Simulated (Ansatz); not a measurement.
# AsCl3H3In: up Jacob's ladder to CCSD(T)

An exercise on one series of results from a longer session: the logs are not shown, and one member is left open.

Computed with Ansatz 0.2.0, Gaussian basis. Level: functionals in def2-TZVPP, the program's frozen cores in correlated methods.

Levels to be run: LDA (SPW92), PBE-D4, revPBE-D4, BLYP-D4, r2SCAN-D4, B97M-V, PBE0-D4, B3LYP-D4, r2SCANh-D4, r2SCAN0-D4, HSE06-D4, BHLYP-D4, CAM-B3LYP-D4, LC-ωPBE, ωB97X-V, ωB97M-V, B2PLYP, PBE-QIDH; CCSD(T)/def2-SVP; CCSD(T)/def2-TZVPP; MP2/def2-QZVPP; extrapolation to the limit; RPA on PBE.

## The relaxed structure

All runs share one geometry, relaxed beforehand with PBE0-D4 in a triple-zeta def2 set. In takes the def2 core potential; no spin-orbit term is included.

SMILES `[Cl][In-]([Cl])([Cl])[AsH3+]`, 8 atoms, charge 0, spin multiplicity 1.

Atoms are counted from 1 here; the program's logs count them from 0.

Bond lengths: Cl1–In2 2.324 Å, In2–Cl3 2.325 Å, In2–Cl4 2.324 Å, In2–As5 2.802 Å, As5–H6 1.504 Å, As5–H7 1.504 Å, As5–H8 1.504 Å. Angles: Cl1–In2–Cl3 117.9°, Cl1–In2–Cl4 117.9°, Cl1–In2–As5 98.6°, Cl3–In2–Cl4 117.9°, Cl3–In2–As5 98.3°, Cl4–In2–As5 98.5°, In2–As5–H6 118.7°, In2–As5–H7 118.3°, In2–As5–H8 118.6°, H6–As5–H7 99.1°, H6–As5–H8 99.1°, H7–As5–H8 99.1°.

Set-up of the first run:

Input file in.yaml:

```yaml
crystal:
  periodic: [false, false, false]
  atoms:
    - {symbol: Cl, position_ang: [-0.789253, -2.096689, 1.955339]}
    - {symbol: In, position_ang: [0.456090, -1.480675, 0.092227]}
    - {symbol: Cl, position_ang: [2.734953, -1.122148, 0.378076]}
    - {symbol: Cl, position_ang: [-0.277135, -2.200689, -1.992557]}
    - {symbol: As, position_ang: [-0.354182, 1.195178, -0.087099]}
    - {symbol: H, position_ang: [-1.340539, 1.721258, 0.919402]}
    - {symbol: H, position_ang: [0.694296, 2.267798, 0.026032]}
    - {symbol: H, position_ang: [-1.031929, 1.658766, -1.347419]}
basis:
  gaussian: {orbitals: def2-TZVPP}
hamiltonian: {xc: lda}
output: {orbitals: {seedname: orbitals}}
```

Launch:

```console
$ ansatz run in.yaml --threads 4 --pin off --events-out ev --progress --plain --max-ram 11315MiB
```

Steps of the session up to this table: LDA; PBE-D4 (GGA); revPBE-D4 (GGA); BLYP-D4 (GGA); r2SCAN-D4 (meta-GGA); B97M-V (meta-GGA); PBE0-D4 (hybrid); B3LYP-D4 (hybrid); r2SCANh-D4 (hybrid); r2SCAN0-D4 (hybrid); HSE06-D4 (hybrid); BHLYP-D4 (hybrid); CAM-B3LYP-D4 (range-separated); LC-ωPBE (range-separated); ωB97X-V (range-separated); ωB97M-V (range-separated); B2PLYP (double hybrid); PBE-QIDH (double hybrid).

One table of the session follows, with a row left open; its other results are not shown here.

It belongs to the step «Frontier levels by functional». 

```
  functional  HOMO (eV)  LUMO (eV)  gap (eV)
 LDA (SPW92)          ?          ?         ?
      PBE-D4      -7.35      -2.86      4.49
   revPBE-D4      -7.29      -2.74      4.55
     BLYP-D4      -7.18      -2.81      4.37
   r2SCAN-D4      -7.72      -2.63      5.09
      B97M-V      -7.79      -2.57      5.22
     PBE0-D4      -8.77      -1.96      6.81
    B3LYP-D4      -8.48      -2.27      6.21
  r2SCANh-D4      -8.23      -2.30      5.93
  r2SCAN0-D4      -9.01      -1.82      7.19
    HSE06-D4      -8.36      -2.32      6.04
    BHLYP-D4      -9.93      -1.02      8.90
CAM-B3LYP-D4     -10.09      -1.00      9.09
     LC-ωPBE     -11.44       0.26     11.70
     ωB97X-V     -11.09       0.13     11.22
     ωB97M-V     -10.94      -0.03     10.91
```

Estimate the missing values for LDA (SPW92).

As computed: HOMO (eV): -7.49; LUMO (eV): -3.17; gap (eV): 4.32. In the column «HOMO (eV)» it lies between r2SCAN-D4 (-7.72) and PBE-D4 (-7.35).
